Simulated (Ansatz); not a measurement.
# CH4BClOSi: up Jacob's ladder to CCSD(T)

The task here is to estimate one member of a computed series from the others.

Method: functionals in def2-TZVPP, the program's frozen cores in correlated methods; program: Ansatz 0.2.0, Gaussian basis.

The runs, in order: PBE-D4, r2SCAN-D4, PBE0-D4, B3LYP-D4, ωB97X-V, ωB97M-V, B2PLYP; CCSD(T)/def2-TZVPP; MP2/def2-QZVPP; extrapolation to the limit.

## The relaxed structure

An earlier PBE0-D4 in a triple-zeta def2 set relaxation fixed the geometry.

SMILES `Cl[SiH]1BCO1`, 9 atoms, charge 0, spin multiplicity 1.

Atoms are counted from 1 here; the program's logs count them from 0.

Bond lengths: Cl1–Si2 2.059 Å, Si2–B3 2.008 Å, Si2–O5 1.667 Å, Si2–H6 1.483 Å, B3–C4 1.572 Å, B3–H7 1.188 Å, C4–O5 1.458 Å, C4–H8 1.099 Å, C4–H9 1.099 Å. Angles: Cl1–Si2–B3 115.2°, Cl1–Si2–O5 112.5°, Cl1–Si2–H6 105.6°, B3–Si2–O5 79.4°, B3–Si2–H6 128.4°, O5–Si2–H6 113.1°, Si2–B3–C4 80.9°, Si2–B3–H7 148.3°, C4–B3–H7 130.8°, B3–C4–O5 102.3°, B3–C4–H8 113.5°, B3–C4–H9 114.0°, O5–C4–H8 110.0°, O5–C4–H9 110.4°, H8–C4–H9 106.5°, Si2–O5–C4 97.2°.

Set-up of the first run:

Input file in.yaml:

```yaml
crystal:
  periodic: [false, false, false]
  atoms:
    - {symbol: Cl, position_ang: [-1.243169, 2.546408, 0.057220]}
    - {symbol: Si, position_ang: [0.142953, 1.128625, -0.498768]}
    - {symbol: B, position_ang: [0.626874, -0.199829, 0.927504]}
    - {symbol: C, position_ang: [-0.241175, -1.131092, 0.005654]}
    - {symbol: O, position_ang: [-0.564724, -0.250884, -1.110207]}
    - {symbol: H, position_ang: [1.036839, 1.803538, -1.470890]}
    - {symbol: H, position_ang: [1.192050, -0.426503, 1.947844]}
    - {symbol: H, position_ang: [0.299379, -2.016422, -0.357603]}
    - {symbol: H, position_ang: [-1.160427, -1.500140, 0.482044]}
basis:
  gaussian: {orbitals: def2-TZVPP}
hamiltonian: {xc: pbe, dispersion: d4}
output: {forces: true, orbitals: {seedname: orbitals}}
```

Started as:

```console
ansatz run in.yaml --threads 4 --pin off --events-out ev --progress --plain --max-ram 10444MiB
```

Steps of the session up to this table: PBE-D4 (GGA); r2SCAN-D4 (meta-GGA); PBE0-D4 (hybrid); B3LYP-D4 (hybrid); ωB97X-V (range-separated); ωB97M-V (range-separated); B2PLYP (double hybrid); CCSD(T) in def2-TZVPP; MP2 in def2-QZVPP.

One table of the session follows, with a row left open; its other results are not shown here.

```
            method  atomisation energy (eV)
            PBE-D4                   34.913
         r2SCAN-D4                   34.464
           PBE0-D4                   34.335
          B3LYP-D4                   34.054
           ωB97X-V                   34.418
           ωB97M-V                   34.397
            B2PLYP                   33.745
     HF/def2-TZVPP                   25.091
    MP2/def2-TZVPP                   34.016
   CCSD/def2-TZVPP                   32.572
CCSD(T)/def2-TZVPP                        ?
           MP2/CBS                   35.008
       CCSD(T)/CBS                   34.124
```

Estimate the missing values for CCSD(T)/def2-TZVPP.

The run gave: atomisation energy (eV): 33.133. In the column «atomisation energy (eV)» it lies between CCSD/def2-TZVPP (32.572) and B2PLYP (33.745).

Limits of these values: Free atoms (1 Cl, 1 Si, 1 B, 1 C, 1 O, 4 H) were run apart at each level; the atomisation energy is their sum less the molecule, without zero-point or spin-orbit terms.
